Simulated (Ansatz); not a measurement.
# Zn2CdSe3: the cost of one run

Program: Ansatz 0.2.0. Level of theory: DFT PBE, scalar-relativistic, plane waves, PAW, unless a step names another level. These are calculated values, not measurements.

2 further runs of the same task are left out: 1 that didn't finish, 1 set aside as unsound or not needed. Runs told in other sessions of the task aren't counted.

### 1 The structure to begin with

The structure is hexagonal, space group P6_3mc (No. 186). The conventional cell has a = 4.148 Å, b = 4.148 Å, c = 20.570 Å, α = 90.00°, β = 90.00°, γ = 120.00°. Around Zn (site symmetry 3m) lie 4 Se at 2.48 to 2.52 Å. Zn (site symmetry 3m) is surrounded by 4 Se at 2.49 to 2.52 Å. Cd (site symmetry 3m) is surrounded by 4 Se at 2.63 to 2.67 Å. Around Se (site symmetry 3m) lie 1 Zn at 2.48 Å and 3 Cd at 2.63 Å. Se (site symmetry 3m) is surrounded by 4 Zn at 2.49 to 2.52 Å. Around Se (site symmetry 3m) lie 3 Zn at 2.52 Å and 1 Cd at 2.67 Å.

Coordinates:

```
Zn Cd Se
1.0
     4.14846    0.00000    0.00000
    -2.07423    3.59267    0.00000
     0.00000    0.00000   20.57005
Zn Cd Se
4 2 6
Direct
  0.33333 0.66667 0.99768
  0.33333 0.66667 0.33870
  0.66667 0.33333 0.49768
  0.66667 0.33333 0.83870
  0.33333 0.66667 0.67054
  0.66667 0.33333 0.17054
  0.33333 0.66667 0.11815
  0.33333 0.66667 0.45966
  0.33333 0.66667 0.80026
  0.66667 0.33333 0.30026
  0.66667 0.33333 0.61815
  0.66667 0.33333 0.95966
```

The cell was relaxed beforehand at this level, from a generated guess; it needn't be the stable form of this composition. At a tolerance of 0.02 Å it has space group P6_3mc (No. 186); it has 25.55 Å³/atom, an uncorrected energy of -0.66 eV/atom over the elements.

### 2 Electronic structure at the relaxed geometry

Input file input.yaml:

```yaml
crystal:
  lattice:
    - [4.1484553763, 0.0, 0.0]
    - [-2.0742276881, 3.5926677423, 0.0]
    - [0.0, 0.0, 20.5700493291]
  atoms:
    - { symbol: Zn, position: [0.3333333333, 0.6666666667, 0.9976824627] }
    - { symbol: Zn, position: [0.3333333333, 0.6666666667, 0.3387042248] }
    - { symbol: Zn, position: [0.6666666667, 0.3333333333, 0.4976824627] }
    - { symbol: Zn, position: [0.6666666667, 0.3333333333, 0.8387042248] }
    - { symbol: Cd, position: [0.3333333333, 0.6666666667, 0.6705412087] }
    - { symbol: Cd, position: [0.6666666667, 0.3333333333, 0.1705412087] }
    - { symbol: Se, position: [0.3333333333, 0.6666666667, 0.1181549521] }
    - { symbol: Se, position: [0.3333333333, 0.6666666667, 0.4596596377] }
    - { symbol: Se, position: [0.3333333333, 0.6666666667, 0.800257504] }
    - { symbol: Se, position: [0.6666666667, 0.3333333333, 0.300257504] }
    - { symbol: Se, position: [0.6666666667, 0.3333333333, 0.6181549521] }
    - { symbol: Se, position: [0.6666666667, 0.3333333333, 0.9596596377] }
basis:
  ecutwfc: 420
kpoints:
  mp_grid: { grid: [6, 6, 2] }
  band_path:
    path:
      - [[0.0, 0.0, 0.0], [0.5, 0.0, 0.0], [0.33333333, 0.33333333, 0.0], [0.0, 0.0, 0.0], [0.0, 0.0, 0.5], [0.5, 0.0, 0.5], [0.33333333, 0.33333333, 0.5], [0.0, 0.0, 0.5]]
      - [[0.5, 0.0, 0.5], [0.5, 0.0, 0.0]]
      - [[0.33333333, 0.33333333, 0.5], [0.33333333, 0.33333333, 0.0]]
    npoints: 10
hamiltonian:
  xc: pbe
scf:
  occupations: { method: gaussian, width: 0.02 }
  n_extra_bands: 30
output:
  forces: true
  stress: true
  eigenvalues: true
  populations: true
  dos: { projected: true, de: 0.02, nscf_kmesh: { grid: [9, 9, 3] } }
  bader: false
  write_density: true
  write_potential: true
  elf: true
  volumetric_format: npy
```

The run is started by

```bash
$ ansatz run input.yaml --threads 1 --pin off --max-ram 2560MiB --backend cpu --events-out ev --progress --plain --runs-dir out
```

Q: Estimate wall time and peak memory on 1 thread of Intel Xeon at 2.50GHz (Skylake/Cascade Lake), shared host.

About 8 min, with a peak of 1.9 GiB.
